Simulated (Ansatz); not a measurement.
**CH₈N₂OSi: basis-set convergence**

An exercise on one series of results from a longer session: the logs are not shown, and one member is left open.

Method: one geometry, several basis sets; program: Ansatz 0.2.0, Gaussian basis.

Levels to be run: PBE0-D4/def2-SVP; ωB97M-V/def2-SVP; PBE0-D4/def2-QZVPP; ωB97M-V/def2-QZVPP; the functionals' def2-TZVPP values are taken from earlier runs.

**Structure used throughout**

An earlier PBE0-D4 in a triple-zeta def2 set relaxation fixed the geometry.

SMILES `CO[SiH](N)N`, 13 atoms, charge 0, spin multiplicity 1.

Atoms are counted from 1 here; the program's logs count them from 0.

Bond lengths: C1–O2 1.404 Å, C1–H6 1.093 Å, C1–H7 1.096 Å, C1–H8 1.097 Å, O2–Si3 1.645 Å, Si3–N4 1.700 Å, Si3–N5 1.707 Å, Si3–H9 1.492 Å, N4–H10 1.007 Å, N4–H11 1.007 Å, N5–H12 1.006 Å, N5–H13 1.006 Å. Angles: O2–C1–H6 108.9°, O2–C1–H7 111.2°, O2–C1–H8 112.0°, H6–C1–H7 108.1°, H6–C1–H8 108.3°, H7–C1–H8 108.2°, C1–O2–Si3 124.2°, O2–Si3–N4 115.0°, O2–Si3–N5 106.8°, O2–Si3–H9 105.8°, N4–Si3–N5 106.5°, N4–Si3–H9 106.3°, N5–Si3–H9 116.6°, Si3–N4–H10 120.2°, Si3–N4–H11 120.8°, H10–N4–H11 111.9°, Si3–N5–H12 121.0°, Si3–N5–H13 121.6° and more.

The first run:

The input, in.yaml:

```yaml
crystal:
  periodic: [false, false, false]
  atoms:
    - {symbol: C, position_ang: [-1.761113, 0.741245, 0.885577]}
    - {symbol: O, position_ang: [-1.072184, -0.168224, 0.067967]}
    - {symbol: Si, position_ang: [0.566717, -0.294248, 0.001362]}
    - {symbol: N, position_ang: [1.152103, -1.823757, -0.452877]}
    - {symbol: N, position_ang: [1.099178, 0.803711, -1.192612]}
    - {symbol: H, position_ang: [-2.736817, 0.320105, 1.139259]}
    - {symbol: H, position_ang: [-1.925296, 1.694179, 0.368636]}
    - {symbol: H, position_ang: [-1.220942, 0.945268, 1.818820]}
    - {symbol: H, position_ang: [1.050586, -0.055534, 1.392217]}
    - {symbol: H, position_ang: [1.040387, -2.148106, -1.399853]}
    - {symbol: H, position_ang: [1.169876, -2.585233, 0.205105]}
    - {symbol: H, position_ang: [0.585903, 1.646585, -1.385963]}
    - {symbol: H, position_ang: [2.072203, 0.889409, -1.433037]}
basis:
  gaussian: {orbitals: def2-SVP}
hamiltonian: {xc: pbe0, dispersion: d4}
output: {orbitals: {seedname: orbitals}}
```

Among the steps run: PBE0-D4 in def2-SVP; ωB97M-V in def2-SVP; PBE0-D4 in def2-QZVPP; ωB97M-V in def2-QZVPP.

One of the session's tables, all rows but one given; the rest of the session is left out.

It belongs to the step «Functionals by basis». 

| functional | basis | HOMO (eV) | LUMO (eV) |
| --- | --- | --- | --- |
| PBE0-D4 | def2-SVP | -7.04 | 1.85 |
| PBE0-D4 | def2-TZVPP | -7.33 | 1.12 |
| PBE0-D4 | def2-QZVPP | -7.39 | 0.68 |
| ωB97M-V | def2-SVP | -9.42 | 3.46 |
| ωB97M-V | def2-TZVPP | -9.73 | 2.51 |
| ωB97M-V | def2-QZVPP | ? | ? |

**Question.** Estimate the row for ωB97M-V, def2-QZVPP.

The run gave: HOMO (eV): -9.78; LUMO (eV): 1.83. In the column «HOMO (eV)» it is the lowest.
